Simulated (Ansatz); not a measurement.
# CH2BrFOTe: a ladder of functionals and wavefunction methods

How much do the methods differ for CH2BrFOTe? The plan is to run it at one geometry with functionals of several rungs and with coupled cluster, and see how far each lands from CCSD(T) at the basis-set limit for the atomisation energy.

Computed with Ansatz 0.2.0, Gaussian basis. Level: functionals in def2-TZVPP, the program's frozen cores in correlated methods.

The runs, in order: LDA (SPW92), PBE-D4, revPBE-D4, BLYP-D4, r2SCAN-D4, B97M-V, PBE0-D4, B3LYP-D4, r2SCANh-D4, r2SCAN0-D4, HSE06-D4, BHLYP-D4, CAM-B3LYP-D4, LC-ωPBE, ωB97X-V, ωB97M-V, B2PLYP, PBE-QIDH; CCSD(T)/def2-SVP; CCSD(T)/def2-TZVPP; MP2/def2-QZVPP; extrapolation to the limit; RPA on PBE.

**1. The geometry**

An earlier PBE0-D4 in a triple-zeta def2 set relaxation fixed the geometry. Te takes the def2 core potential; no spin-orbit term is included.

SMILES `OC(F)(Br)[TeH]`, 7 atoms, charge 0, spin multiplicity 1.

Atoms are counted from 1 here; the program's logs count them from 0.

Bond lengths: O1–C2 1.355 Å, O1–H6 0.967 Å, C2–F3 1.357 Å, C2–Br4 1.942 Å, C2–Te5 2.193 Å, Te5–H7 1.655 Å. Angles: C2–O1–H6 108.2°, O1–C2–F3 110.7°, O1–C2–Br4 106.7°, O1–C2–Te5 110.9°, F3–C2–Br4 107.6°, F3–C2–Te5 108.0°, Br4–C2–Te5 113.1°, C2–Te5–H7 92.2°.

**2. LDA**

This LDA is Slater exchange with PW92 correlation.

in.yaml reads:

```yaml
crystal:
  periodic: [false, false, false]
  atoms:
    - {symbol: O, position_ang: [0.218983, -0.417846, 1.469133]}
    - {symbol: C, position_ang: [-0.220926, -0.283045, 0.194150]}
    - {symbol: F, position_ang: [0.301004, -1.253797, -0.597842]}
    - {symbol: Br, position_ang: [-2.145898, -0.536078, 0.239506]}
    - {symbol: Te, position_ang: [0.371748, 1.658121, -0.636032]}
    - {symbol: H, position_ang: [1.179770, -0.308334, 1.469700]}
    - {symbol: H, position_ang: [0.356621, 1.072980, -2.184414]}
basis:
  gaussian: {orbitals: def2-TZVPP}
hamiltonian: {xc: lda}
output: {orbitals: {seedname: orbitals}}
```

On the command line:

```sh
$ ansatz run in.yaml --threads 4 --pin off --events-out ev --progress --plain --max-ram 10444MiB
```

After this run come: PBE-D4 (GGA); revPBE-D4 (GGA); BLYP-D4 (GGA); r2SCAN-D4 (meta-GGA); B97M-V (meta-GGA); PBE0-D4 (hybrid); B3LYP-D4 (hybrid); r2SCANh-D4 (hybrid); r2SCAN0-D4 (hybrid); HSE06-D4 (hybrid); BHLYP-D4 (hybrid); CAM-B3LYP-D4 (range-separated); LC-ωPBE (range-separated); ωB97X-V (range-separated); ωB97M-V (range-separated); B2PLYP (double hybrid); PBE-QIDH (double hybrid); CCSD(T) in def2-SVP; CCSD(T) in def2-TZVPP; MP2 in def2-QZVPP; RPA on PBE orbitals.

Q: Predict the results of all the runs planned. Wanted: atomisation energy, CCSD(T)/CBS; farthest beyond LDA; mean size of error, GGA; mean size of error, meta-GGA; mean size of error, hybrid; mean size of error, range-separated; mean size of error, double hybrid; gap, smallest and largest; T1 diagnostic.

**Answer**, as computed:

```
                               quantity                                                      value
        atomisation energy, CCSD(T)/CBS                                              2163.2 kJ/mol
 functionals within 21.6 kJ/mol (1.0 %)  revPBE-D4, BLYP-D4, r2SCAN-D4, PBE0-D4, HSE06-D4, ωB97X-V
                    farthest beyond LDA                                   BHLYP-D4 (-177.2 kJ/mol)
                mean size of error, GGA                                                35.0 kJ/mol
           mean size of error, meta-GGA                                                14.2 kJ/mol
             mean size of error, hybrid                                                60.7 kJ/mol
    mean size of error, range-separated                                                32.5 kJ/mol
      mean size of error, double hybrid                                                58.8 kJ/mol
              gap, smallest and largest                       3.05 eV (BLYP-D4), 9.77 eV (LC-ωPBE)
                          T1 diagnostic                                                     0.0112
triples share of the correlation energy                                                      3.3 %
```

In words: LDA overbinds by 499.8 kJ/mol (23 %). PBE-D4 misses by +96.3 kJ/mol. Double hybrids carry the basis error of their MP2 part in triple zeta, and no dispersion term here, so their miss is partly the set-up's. By mean error the best rung here is meta-GGA (14.2 kJ/mol) and the worst beyond LDA is hybrid (60.7 kJ/mol). The mean of the hybrids holds BHLYP, with half exact exchange. Misses under about 21.6 kJ/mol are within the doubt on the reference itself, which lacks core-valence correlation, spin-orbit coupling and higher excitations, and its outer-core shells are covered unevenly. All levels share the lack of spin-orbit coupling, which lowers the free heavy atoms and so the true binding. Hartree-Fock recovers 59 % of the binding; the rest is correlation. CCSD(T) in def2-SVP is off by -209.0 kJ/mol, worse than the median functional, from the basis alone. The gap grows from 3.0 to 9.8 eV across the functionals, mostly with the share of exact exchange. Correlated methods include outer-core shells of Br, Te, which these sets cover unevenly.
